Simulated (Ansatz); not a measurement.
# NbSnTe4: the cost of one run

Program: Ansatz 0.2.0. Level of theory: DFT PBE, scalar-relativistic, plane waves, PAW. These are calculated values, not measurements.

## 1. The structure to begin with

It takes space group F-43m (No. 216, cubic). The conventional cell has a = 9.216 Å, b = 9.216 Å, c = 9.216 Å, α = 90.00°, β = 90.00°, γ = 90.00°. Nb (site symmetry -43m) has 12 Te at 3.82 Å and 4 Sn at 3.99 Å as nearest neighbours. Sn (site symmetry -43m) is surrounded by 12 Te at 3.82 Å and 4 Nb at 3.99 Å. Around Te (site symmetry 3m) lie 6 Te at 3.25 to 3.27 Å and 3 Nb at 3.82 Å and 3 Sn at 3.82 Å.

Coordinates:

```cif
data_structure
_symmetry_space_group_name_H-M 'P 1'
_symmetry_Int_Tables_number 1
_cell_length_a 6.5168
_cell_length_b 6.5168
_cell_length_c 6.5168
_cell_angle_alpha 60.000
_cell_angle_beta 60.000
_cell_angle_gamma 60.000
_cell_volume 195.70
loop_
_atom_site_label
_atom_site_type_symbol
_atom_site_fract_x
_atom_site_fract_y
_atom_site_fract_z
_atom_site_occupancy
Nb1 Nb 0.50000 0.50000 0.50000 1
Sn1 Sn 0.25000 0.25000 0.25000 1
Te1 Te 0.87474 0.37579 0.87474 1
Te2 Te 0.87474 0.87474 0.37579 1
Te3 Te 0.87474 0.87474 0.87474 1
Te4 Te 0.37579 0.87474 0.87474 1
```

Recipe of the guess: species swapped into a database cell of YScFe4 (F-43m, No. 216), with Sn on the Y sites, Nb on the Sc sites and Te on the Fe sites. Its size is a rough estimate.

## 2. The guess as it stands, on a coarse mesh

input.yaml reads:

```yaml
crystal:
  lattice:
    - [0.0, 4.60807115, 4.60807115]
    - [4.60807115, 0.0, 4.60807115]
    - [4.60807115, 4.60807115, 0.0]
  atoms:
    - { symbol: Nb, position: [0.5, 0.5, 0.5] }
    - { symbol: Sn, position: [0.25, 0.25, 0.25] }
    - { symbol: Te, position: [0.8747362, 0.3757914, 0.8747362] }
    - { symbol: Te, position: [0.8747362, 0.8747362, 0.3757914] }
    - { symbol: Te, position: [0.8747362, 0.8747362, 0.8747362] }
    - { symbol: Te, position: [0.3757914, 0.8747362, 0.8747362] }
basis:
  ecutwfc: 420
kpoints:
  mp_grid: { grid: [4, 4, 4] }
hamiltonian:
  xc: pbe
scf:
  occupations: { method: gaussian, width: 0.1 }
  lower_state_search: "off"
output:
  forces: true
  stress: true
  eigenvalues: true
```

Command:

```console
$ ansatz run input.yaml --threads 1 --pin off --max-ram 2560MiB --backend cpu --events-out ev --progress --plain --runs-dir out
```

Q: Estimate wall time and peak memory on 1 thread of Arm Neoverse V2, shared host.

About 7.2 s, with a peak of 0.42 GiB.
